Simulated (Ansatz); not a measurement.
# Er2O3 (Er2(O)3): the cost of one run

Computed with Ansatz 0.2.0. Level: DFT PBE, plane waves, PAW, molecule in a box with 9 Å of vacuum.

3 further runs of the same task are left out: 2 for a known fault of the program, 1 that didn't finish.

**1. Where the work starts**

5 atoms, charge 0, spin multiplicity 1.

Bond lengths: Er1–Er2 2.742 Å, Er1–O3 2.066 Å, Er1–O4 2.066 Å, Er1–O5 2.066 Å, Er2–O3 2.066 Å, Er2–O4 2.066 Å, Er2–O5 2.066 Å. Angles: Er2–Er1–O3 48.4°, Er2–Er1–O4 48.4°, Er2–Er1–O5 48.4°, O3–Er1–O4 80.8°, O3–Er1–O5 80.8°, O4–Er1–O5 80.8°, Er1–Er2–O3 48.4°, Er1–Er2–O4 48.4°, Er1–Er2–O5 48.4°, O3–Er2–O4 80.8°, O3–Er2–O5 80.8°, O4–Er2–O5 80.8°, Er1–O3–Er2 83.1°, Er1–O4–Er2 83.1°, Er1–O5–Er2 83.1°.

Geometry (Å):

```xyz
5
charge 0, multiplicity 1
Er    0.00000    0.00000    1.37088
Er    0.00000    0.00000   -1.37088
O     1.54606   -0.00001    0.00000
O    -0.77302    1.33893    0.00000
O    -0.77304   -1.33893    0.00000
```

Formal oxidation states: Er +3. Each metal's 11 4f electrons lie in its core potential, so multiplicities, spins and levels count the valence alone. In the runs below they are in the valence, and the state is a septet. An earlier session relaxed this geometry at TPSS, Er lcecp-1-SVP with ECP57, O def2-SVP (singlet, point group D3h).

**2. Scalar-relativistic**

Input file input.yaml:

```yaml
crystal:
  lattice:
    - [11.32, 0.0, 0.0]
    - [0.0, 11.68, 0.0]
    - [0.0, 0.0, 11.74]
  atoms:
    - { symbol: Er, position: [0.46581625, 0.49990839, 0.61684497], spin: 3.0 }
    - { symbol: Er, position: [0.46581625, 0.49990839, 0.38330494], spin: 3.0 }
    - { symbol: O, position: [0.60239399, 0.49990753, 0.50007496] }
    - { symbol: O, position: [0.39752827, 0.61454281, 0.50007496] }
    - { symbol: O, position: [0.3975265, 0.38527397, 0.50007496] }
basis:
  ecutwfc: 420
  ecutrho_ratio: 4
kpoints:
  mp_grid: { grid: [1, 1, 1] }
hamiltonian:
  xc: pbe
scf:
  occupations: { method: gaussian, width: 0.01 }
output:
  forces: true
  eigenvalues: true
  populations: true
  hubbard: { sites: [{ species: Er, l: f }] }
magnetization:
  spin_polarized: true
```

The run is started by

```bash
$ ansatz run input.yaml --threads 2 --pin off --max-ram 5120MiB --backend cpu --events-out ev --progress --plain --runs-dir out
```

Q: Estimate wall time and peak memory on 2 threads of Arm Neoverse V1, shared host.

About 81 s, with a peak of 1.2 GiB.
